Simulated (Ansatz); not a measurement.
**C2H6BNOSi: a ladder of functionals and wavefunction methods**

How much do the methods differ for C2H6BNOSi? The plan is to run it at one geometry with functionals of several rungs and with coupled cluster. The yardstick is the atomisation energy at the CCSD(T) limit.

Computed with Ansatz 0.2.0, Gaussian basis. Level: functionals in def2-TZVPP, the program's frozen cores in correlated methods.

The runs, in order: PBE-D4, r2SCAN-D4, PBE0-D4, B3LYP-D4, ωB97X-V, ωB97M-V, B2PLYP; CCSD(T)/def2-TZVPP; MP2/def2-QZVPP; extrapolation to the limit.

### 1 The relaxed structure

An earlier PBE0-D4 in a triple-zeta def2 set relaxation fixed the geometry.

SMILES `[SiH3]C1=COBN1`, 12 atoms, charge 0, spin multiplicity 1.

Atoms are counted from 1 here; the program's logs count them from 0.

Bond lengths: Si1–C2 1.849 Å, Si1–H7 1.484 Å, Si1–H8 1.488 Å, Si1–H9 1.488 Å, C2–C3 1.348 Å, C2–N6 1.403 Å, C3–O4 1.358 Å, C3–H10 1.078 Å, O4–B5 1.389 Å, B5–N6 1.410 Å, B5–H11 1.186 Å, N6–H12 1.003 Å. Angles: C2–Si1–H7 107.6°, C2–Si1–H8 111.0°, C2–Si1–H9 111.0°, H7–Si1–H8 109.9°, H7–Si1–H9 109.9°, H8–Si1–H9 107.6°, Si1–C2–C3 126.6°, Si1–C2–N6 127.4°, C3–C2–N6 106.0°, C2–C3–O4 112.0°, C2–C3–H10 130.3°, O4–C3–H10 117.7°, C3–O4–B5 107.2°, O4–B5–N6 106.7°, O4–B5–H11 123.6°, N6–B5–H11 129.7°, C2–N6–B5 108.0°, C2–N6–H12 122.0° and more.

### 2 PBE-D4 (GGA)

in.yaml reads:

```yaml
crystal:
  periodic: [false, false, false]
  atoms:
    - {symbol: Si, position_ang: [-0.665069, -0.419587, 1.797321]}
    - {symbol: C, position_ang: [0.048154, -0.024488, 0.137459]}
    - {symbol: C, position_ang: [1.348611, 0.186710, -0.149043]}
    - {symbol: O, position_ang: [1.543420, 0.454958, -1.466291]}
    - {symbol: B, position_ang: [0.298363, 0.418001, -2.081348]}
    - {symbol: N, position_ang: [-0.642514, 0.116877, -1.075419]}
    - {symbol: H, position_ang: [0.456280, -0.460888, 2.767782]}
    - {symbol: H, position_ang: [-1.654801, 0.611723, 2.210281]}
    - {symbol: H, position_ang: [-1.365795, -1.731938, 1.776794]}
    - {symbol: H, position_ang: [2.214984, 0.172756, 0.492687]}
    - {symbol: H, position_ang: [0.133046, 0.613104, -3.239266]}
    - {symbol: H, position_ang: [-1.637776, 0.007672, -1.137055]}
basis:
  gaussian: {orbitals: def2-TZVPP}
hamiltonian: {xc: pbe, dispersion: d4}
output: {forces: true, orbitals: {seedname: orbitals}}
```

Launch:

```bash
$ ansatz run in.yaml --threads 4 --pin off --events-out ev --progress --plain --max-ram 10444MiB
```

Further steps of the session: r2SCAN-D4 (meta-GGA); PBE0-D4 (hybrid); B3LYP-D4 (hybrid); ωB97X-V (range-separated); ωB97M-V (range-separated); B2PLYP (double hybrid); CCSD(T) in def2-TZVPP; MP2 in def2-QZVPP.

Before running them: what should the planned runs give, taken together? Wanted: atomisation energy, CCSD(T)/CBS; farthest; mean size of error, hybrid; mean size of error, range-separated; gap, smallest and largest; T1 diagnostic; triples share of the correlation energy.

As calculated:

| quantity | value |
| --- | --- |
| atomisation energy, CCSD(T)/CBS | 1162.9 kcal/mol |
| functionals within 5.8 kcal/mol (0.5 %) | none; nearest B3LYP-D4 (+6.3 kcal/mol) |
| farthest | PBE-D4 (+35.3 kcal/mol) |
| mean size of error, hybrid | 8.4 kcal/mol |
| mean size of error, range-separated | 8.8 kcal/mol |
| gap, smallest and largest | 4.82 eV (PBE-D4), 11.10 eV (ωB97X-V) |
| T1 diagnostic | 0.0148 |
| triples share of the correlation energy | 4.3 % |

What this shows: PBE-D4 is off by +35.3 kcal/mol. Double hybrids carry the basis error of their MP2 part in triple zeta, and no dispersion term here, so their miss is partly the set-up's. Misses under about 5.8 kcal/mol are within the doubt on the reference itself, which lacks core-valence correlation, relativity and higher excitations. Hartree-Fock recovers 72 % of the binding; the rest is correlation. The gap grows from 4.8 to 11.1 eV across the functionals, mostly with the share of exact exchange.
